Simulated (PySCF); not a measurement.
**C₃H₇BBrF: electronic excitations**

Wanted: the electronic excitations of C₃H₇BBrF (`CCCB(F)Br`), by calculation.

Computed with PySCF 2.14.0, with density-fitted response routines of our own, on a single molecule in the gas phase. Atoms are numbered from 0 throughout.

## Step 1: The starting structure

13 atoms, charge 0, multiplicity 1; geometry from: GFN2-xTB.

Bonds of the start (Å): C0–C1 1.52, C1–C2 1.54, C2–B3 1.58, B3–F4 1.32, B3–Br5 1.88, C0–H6 1.09, C0–H7 1.09, C0–H8 1.09, C1–H9 1.09, C1–H10 1.09, C2–H11 1.10, C2–H12 1.09.

## Step 2: Ultraviolet spectrum: PBE0/def2-SVPD

What the job is given:

```
{"job": {"kind": "uv", "xc": "PBE0", "basis": "def2-SVPD", "nstates": 8, "ntriplets": 3}, "charge": 0, "multiplicity": 1}
C     -1.357445     0.765484     0.180978
C     -0.281943     0.383183    -0.829101
C      0.505722    -0.857216    -0.380124
B      1.433321    -0.672561     0.884376
F      1.730242    -1.701752     1.651234
Br     2.242270     0.953820     1.363429
H     -0.915524     1.016070     1.143184
H     -2.054226    -0.057576     0.327220
H     -1.914972     1.630082    -0.169667
H      0.402936     1.223373    -0.964884
H     -0.752574     0.178527    -1.792742
H      1.147056    -1.174246    -1.212726
H     -0.189252    -1.686702    -0.218905
```

Method: TDDFT PBE0/def2-SVPD, vertical, gas phase, core orbitals frozen in the response.

Command:

```bash
> OMP_NUM_THREADS=1 python probes_run.py task.json out
```

This one command runs all jobs of the session in turn.

The program printed:

```text
coarse grid: 50656 points
cycle   1  E = -2816.3847682191  dE = -5.722e-01  |g| = 5.096e-01  |ddm| = 4.805e+00
cycle   2  E = -2816.3524109207  dE =  3.236e-02  |g| = 6.848e-01  |ddm| = 1.266e+00
cycle   3  E = -2816.4392296757  dE = -8.682e-02  |g| = 7.552e-02  |ddm| = 6.373e-01
cycle   4  E = -2816.4402147240  dE = -9.850e-04  |g| = 2.577e-02  |ddm| = 1.082e-01
cycle   5  E = -2816.4403597847  dE = -1.451e-04  |g| = 4.486e-03  |ddm| = 3.356e-02
cycle   6  E = -2816.4403640035  dE = -4.219e-06  |g| = 1.443e-03  |ddm| = 8.691e-03
final grid: 107120 points
cycle   7  E = -2816.4403408123  dE =  5.734e-08  |g| = 1.648e-03  |ddm| = 7.404e-03
cycle   8  E = -2816.4403405168  dE =  2.954e-07  |g| = 1.975e-03  |ddm| = 4.683e-03
cycle   9  E = -2816.4403414730  dE = -9.562e-07  |g| = 1.227e-04  |ddm| = 2.555e-03
cycle  10  E = -2816.4403414765  dE = -3.472e-09  |g| = 2.043e-05  |ddm| = 1.712e-04
cycle  11  E = -2816.4403414766  dE = -7.458e-11  |g| = 5.073e-06  |ddm| = 2.843e-05
converged SCF energy = -2816.4403414766

Static polarisability (au): isotropic 70.427, principal 61.871 70.164 79.244

Singlet excitations
state   eV       nm        f      main configurations
  1   6.1737    200.8   0.00055   H->L 0.99
  2   6.7880    182.7   0.00086   H-2->L 0.78, H-1->L 0.15
  3   7.1524    173.3   0.10914   H-1->L 0.80, H-2->L 0.15
  4   7.6404    162.3   0.00126   H-3->L 0.96
  5   7.7298    160.4   0.06988   H->L+1 0.95
  6   7.8805    157.3   0.02594   H-4->L 0.95
  7   8.1665    151.8   0.04565   H-1->L+1 0.88
  8   8.2432    150.4   0.00859   H-5->L 0.79

Triplet excitations (Tamm-Dancoff, eV): 5.8911 6.1672 6.3381
```

It took 40 s on 1 thread of Arm Neoverse V1, shared host; peak memory 0.8 GiB.

The orbitals next to the gap, with their largest atomic shares:

| orbital | eV | atoms |
| --- | --- | --- |
| HOMO−3 | -9.73 | C1 26 %, C2 18 %, C0 17 % |
| HOMO−2 | -9.20 | Br5 26 %, C1 16 %, C2 14 % |
| HOMO−1 | -9.03 | Br5 69 %, B3 11 % |
| HOMO | -8.58 | Br5 78 %, B3 9 %, C2 6 % |
| LUMO | -0.78 | B3 42 %, Br5 21 %, F4 15 % |
| LUMO+1 | 0.30 | B3 38 %, Br5 25 %, C2 6 % |
| LUMO+2 | 1.16 | Br5 64 %, H11 7 %, C2 6 % |

With each of the 8 states as a Gaussian band of 0.4 eV half-width at 1/e, the curve within the window shown has maxima at 171 nm (ε 5,000), 159 nm (ε 5,000) L/(mol cm). Beyond the last state computed it falls off for lack of states. The curve at chosen wavelengths:

(nm, ε (L/mol/cm)): (145, 1073), (148, 2196), (151, 3428), (154, 4417), (157, 4946), (160, 4982), (163, 4779), (167, 4761), (170, 4939), (173, 4865), (176, 4267), (179, 3253), (182, 2154), (185, 1252), (188, 650), (191, 310), (194, 143), (197, 70), (200, 40), (204, 25), (207, 19), (210, 14), (213, 10), (216, 7), (219, 4), (222, 2)

Further results of this job:

| property | computed |
| --- | --- |
| dipole moment (D) | 1.65 |
| polarisability (Å³) | 10.44 |
| HOMO–LUMO gap (eV) | 7.80 |
| −ε(HOMO) (eV) | 8.58 |

## Step 3: Summary of results

```
                                quantity                        value
         lowest singlet (PBE0/def2-SVPD)  6.17 eV (201 nm), f = 0.001
brightest single state of those computed  state 3, 7.15 eV, f = 0.109
                          lowest triplet                      5.89 eV
```

In words: The lowest singlet, at 6.17 eV, is HOMO→LUMO 0.99 and is dark; of the 8 states computed, the strongest absorption comes from state 3 at 7.15 eV. The lowest triplet lies 0.28 eV below the lowest singlet (triplets in Tamm-Dancoff, singlets in full TDDFT).
